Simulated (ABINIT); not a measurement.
A calculation with ABINIT 10.8.3 (patched build) of ScNb (native input, structure typed inline):

The input run.abi:

```
# Pseudopotentials
pp_dirpath "./"
pseudos "Nb.GGA_PBE-JTH.xml, Sc.GGA_PBE-JTH.xml"

# Structure
acell 3*1.0
rprim
     5.7932282382     0.0000000000     0.0000000000
    -2.8966141191     5.0170828240     0.0000000000
     0.0000000000     0.0000000000     9.5850575110
ntypat 2
znucl 41 21
natom 2
typat 1 2
xred
     0.3333333333     0.6666666667     0.5000000000
     0.0000000000     0.0000000000     0.0000000000

# Plane-wave basis
ecut 16.0
pawecutdg 32.0
pawxcdev 0

# k points
kptopt 1
ngkpt 10 10 5
nshiftk 1
shiftk 0.0 0.0 0.0

# Exchange and correlation
ixc 11

# Bands and occupations
nband 16
occopt 3
tsmear 0.00183747

# SCF cycle
nstep 100
tolvrs 1.0e-9

# Output
iomode 3
prtwf 0
prtden 0
prteig 0
prtebands 0
enunit 1
```

Potentials or basis: JTH PAW PBE v2.0.

Run with:

```sh
$ abinit run.abi > log 2>&1
```

The cell comes from a database or a generator and needn't be the stable form of this composition.

Question: Write the same calculation in another form: ASE script, structure typed inline.

Answer: As run:

File run.py:

```python
import json, os
import numpy as np
from ase.units import GPa
from ase.calculators.abinit import Abinit, AbinitProfile
from ase import Atoms

atoms = Atoms(['Nb', 'Sc'],
              cell=[[3.0656443612, 0.0, 0.0], [-1.5328221806, 2.6549258957, 0.0], [0.0, 0.0, 5.072194]],
              scaled_positions=[[0.3333333333, 0.6666666667, 0.5], [0.0, 0.0, 0.0]],
              pbc=True)

profile = AbinitProfile(command='abinit', pp_paths=[os.path.abspath('pseudos')])
params = dict(
    pps='pawxml', xc='PBE',
    ecut=435.3822,
    pawecutdg=870.7644,
    pawxcdev=0,
    kptopt=1,
    ngkpt=[10, 10, 5],
    nshiftk=1,
    shiftk=[0.0, 0.0, 0.0],
    ixc=11,
    nband=16,
    occopt=3,
    tsmear=0.05,
    nstep=100,
    tolvrs=1e-09,
    prtwf=0,
    prtden=0,
)

atoms.calc = Abinit(profile=profile, directory='run', **params)
energy = atoms.get_potential_energy()
forces = atoms.get_forces()
stress = atoms.get_stress()
print(f'energy {energy:.6f} eV')
print('forces (eV/A)')
print(np.round(forces, 5))
print('stress (GPa, Voigt, tension positive)', np.round(stress / GPa, 4))
json.dump(dict(energy=energy, forces=forces.tolist(), stress=stress.tolist(), cell=atoms.cell.tolist(), frac=atoms.get_scaled_positions(wrap=False).tolist()), open('results.json', 'w'))
```

Potentials or basis: JTH PAW PBE v2.0.

The run is started by

```console
$ python run.py
```

Both were run:

|  | native input, structure typed inline | ASE script, structure typed inline |
| --- | --- | --- |
| Pressure | -0.5 GPa | -0.5 GPa |
| Band gap on the k mesh | none (metal or under the smearing width) | none (metal or under the smearing width) |
| Valence electrons inside the program's atomic spheres | Nb 10.06; Sc 9.23 | Nb 10.06; Sc 9.23 |

Keys that steer only the numerical path or the files written may differ.
